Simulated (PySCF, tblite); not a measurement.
**Si₄H₁₀O₃, a fragment of a glass network (chain of 4): NMR shifts, core binding energies and electronic excitations**

Wanted: the NMR shifts, core binding energies and electronic excitations for `[SiH3]O[SiH2]O[SiH2]O[SiH3]`. It is drawn as: Si Si Si Si, H ends, O bridges.

Programs: tblite 0.8.0 and PySCF 2.14.0. All values are calculated, for the isolated system unless a continuum is named. Atoms count from 0, parts from 1.

## Step 1: Starting point

17 atoms, charge 0, multiplicity 1; geometry: distance geometry start.

## Step 2: Geometry optimisation with GFN2-xTB

The job: settings as JSON, then the geometry in Å.

```
{"job": {"kind": "relax", "xc": "GFN2-xTB", "basis": "xTB"}, "charge": 0, "multiplicity": 1}
Si     2.307433     1.803189    -0.830377
O      1.058478     2.069583     0.407181
Si    -0.689604     2.046630     0.080198
O     -1.498030     1.158145     1.398570
Si    -0.798130    -0.184241     2.318095
O     -1.153432    -1.733558     1.504895
Si    -1.519677    -1.892186    -0.224678
H      1.786711     1.019476    -1.869873
H      2.708341     3.087142    -1.358014
H      3.424726     1.183769    -0.238347
H     -0.931937     1.388256    -1.137864
H     -1.178534     3.348916     0.027192
H      0.645167    -0.023386     2.379570
H     -1.330347    -0.221394     3.622394
H     -0.295042    -1.962540    -0.938074
H     -2.269637    -3.062083    -0.430316
H     -2.238577    -0.744791    -0.666597
```

With the program's defaults for keys left out, this is: GFN2-xTB geometry optimisation, gas phase.

Run with:

```sh
OMP_NUM_THREADS=1 python cluster_run.py task.json out
```

One launch serves the whole session: the jobs run in the order shown.

**Question.** The jobs that follow are: PBE0-D3(BJ)/def2-SVP geometry optimisation, gas phase; GIAO PBE0/pcSseg-1 NMR shielding, non-relativistic, gas phase; delta-SCF UKS SCAN, pcX-2 on the ionised atom, pcseg-1 elsewhere, spin-free X2C; TDDFT CAM-B3LYP/def2-SVPD, vertical, gas phase, core orbitals frozen in the response. Predict: point group; rotational constants (main isotopes); 1H shifts against TMS (PBE0/pcSseg-1); 29Si shifts against TMS (PBE0/pcSseg-1); 17O shifts against H2O (PBE0/pcSseg-1); Si2p binding energies, SCAN/pcX-2 (standing for 3 of 4 atoms); O1s binding energies, SCAN/pcX-2 (standing for 2 of 3 atoms); lowest singlet (CAM-B3LYP/def2-SVPD); brightest single state of those computed; lowest triplet; vertical ionisation energy (ΔSCF).

The runs gave:

| quantity | value |
| --- | --- |
| point group | C1 |
| rotational constants (main isotopes) | 1.33, 0.94, 0.68 GHz |
| 1H shifts against TMS (PBE0/pcSseg-1) | 5.18, 5.18, 5.16, 5.15, 5.09, 5.08, 5.07, 5.03, 5.01, 5.00 ppm |
| 29Si shifts against TMS (PBE0/pcSseg-1) | -36.8, -37.1, -37.8, -39.1 ppm |
| 17O shifts against H2O (PBE0/pcSseg-1) | 97.6, 48.7, 39.2 ppm |
| Si2p binding energies, SCAN/pcX-2 (standing for 3 of 4 atoms) | Si2 108.26, Si0 107.89, Si6 107.76 eV |
| O1s binding energies, SCAN/pcX-2 (standing for 2 of 3 atoms) | O1 538.00, O5 537.94 eV |
| lowest singlet (CAM-B3LYP/def2-SVPD) | 7.47 eV (166 nm), f = 0.004 |
| brightest single state of those computed | state 6, 8.15 eV, f = 0.014 |
| lowest triplet | 7.13 eV |
| vertical ionisation energy (ΔSCF) | 10.58 eV |

In words: The start of the PBE0/def2-SVP relaxation was shaken at random by about 0.01 Å, so part of the energy gained, and of the first lengths quoted, undoes that. The optimisation took 21 steps and gained 0.477 eV; among the close pairs (by a distance rule), Si4–H12 changed most, from 1.432 to 1.487 Å (PBE0/def2-SVP). Hydrogens of an XH3 group are listed apart at this fixed geometry; free rotation makes them one line at their mean. At PBE0/pcSseg-1: The largest span, 139 ppm, is at O1, where the paramagnetic term is -117 ppm. At SCAN/pcX-2: The Si2p levels kept as sound span 0.50 eV, from Si6 (silicon bonded to O, 3 H) up to Si2 (silicon bonded to 2 O, 2 H). Only 3 of the 4 Si atoms are covered by sound results. At SCAN/pcX-2: the O1s levels computed lie within 0.06 eV of one another, too close to rank. Only 2 of the 3 O atoms are covered by sound results. The first singlet state (HOMO→LUMO 0.42, HOMO→LUMO+2 0.21) lies at 7.47 eV and is weak; of the 6 states computed, the strongest absorption comes from state 6 at 8.15 eV (the last computed, so partners may be missing). The lowest triplet lies 0.34 eV below the lowest singlet (triplets in Tamm-Dancoff, singlets in full TDDFT). The orbital energy would give 9.84 eV for ionisation, ΔSCF gives 10.58 eV. A capped cluster stands for the solid here, so long-range fields and strain are missing, and bands or shifts of the capping hydrogens have no counterpart in it.
